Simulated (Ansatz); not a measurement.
# ZrB2: the cost of one run

Method: DFT PBEsol, scalar-relativistic, plane waves, PAW, in Ansatz 0.2.0.

17 further runs of the same task are left out: 17 set aside as unsound or not needed.

## Step 1: Starting point

It takes space group P6/mmm (No. 191, hexagonal). Conventional cell: a = 3.165 Å, b = 3.165 Å, c = 3.520 Å, α = 90.00°, β = 90.00°, γ = 120.00°. Around Zr (site symmetry 6/mmm) lie 12 B at 2.54 Å. B (site symmetry -6m2) has 3 B at 1.83 Å and 6 Zr at 2.54 Å as nearest neighbours.

Structure file:

```xyz
3
Lattice="3.1650 0.0000 0.0000 -1.5825 2.7410 0.0000 0.0000 0.0000 3.5200" Properties=species:S:1:pos:R:3 pbc="T T T"
Zr    0.0000    0.0000    0.0000
B     0.0000    1.8273    1.7600
B     1.5825    0.9137    1.7600
```

The structure comes from the Crystallography Open Database.

## Step 5: Setting up the map

The energy is mapped over the lattice constants a and c of the conventional cell.

First coordinate, lattice constant a (and b): 7 values from 3.060 to 3.249 Å. Second coordinate, lattice constant c: 7 values from 3.331 to 3.682 Å.

Nothing else is relaxed (symmetry fixes all fractional coordinates). Energies count from the relaxed crystal. Points are written as (first, second).

(The set-up runs are not shown.)

## Step 6: The run at (3.123 Å, 3.565 Å)

Input file input.yaml:

```yaml
crystal:
  lattice:
    - [3.1233, 0.0, 0.0]
    - [-1.56165, 2.7048571436, 0.0]
    - [0.0, 0.0, 3.5652]
  atoms:
    - { symbol: Zr, position: [0.0, 0.0, 0.0] }
    - { symbol: B, position: [0.3333333333, 0.6666666667, 0.5] }
    - { symbol: B, position: [0.6666666667, 0.3333333333, 0.5] }
basis:
  ecutwfc: 520.0
kpoints:
  mp_grid: { grid: [15, 15, 12] }
hamiltonian:
  xc: pbesol
scf:
  occupations: { method: gaussian, width: 0.15 }
output:
  forces: true
  stress: true
  eigenvalues: true
```

Run with:

```sh
$ ansatz run input.yaml --threads 1 --pin off --max-ram 2048MiB --backend cpu --events-out ev --progress --plain --runs-dir out
```

**Question.** How long does this run take on 1 thread of Arm Neoverse V1, shared host, and how much memory does it need?

About 5.9 s, with a peak of 0.37 GiB.
